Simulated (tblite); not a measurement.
# FH6Si3: the cost of one run

Programs: tblite 0.8.0 and PySCF 2.14.0. All values are calculated, for the isolated system unless a continuum is named. Atoms count from 0, parts from 1.

## 1. The system as given

10 atoms, charge 0, multiplicity 2; geometry: distance geometry start.

## 2. Geometry optimisation with GFN2-xTB

Job settings and geometry (Å):

```
{"job": {"kind": "relax", "xc": "GFN2-xTB", "basis": "xTB"}, "charge": 0, "multiplicity": 2}
Si     0.009672     0.013580     1.220571
Si    -1.751712     0.110655    -0.146990
Si     1.751537     0.192508    -0.199074
F      0.076321    -1.429748     2.078933
H     -2.033658     1.507472    -0.422686
H     -1.411364    -0.520435    -1.421254
H     -2.936921    -0.583908     0.476844
H      3.002728    -0.346303     0.402687
H      1.450749    -0.538264    -1.432435
H      1.808950     1.602928    -0.545472
```

With the program's defaults for keys left out, this is: GFN2-xTB geometry optimisation, gas phase.

The run is started by

```
OMP_NUM_THREADS=1 python cluster_run.py task.json out
```

This one command runs all jobs of the session in turn.

**Question.** How long does this first job take on 1 thread of AMD EPYC 7R43, shared host?

About 1.8 s.
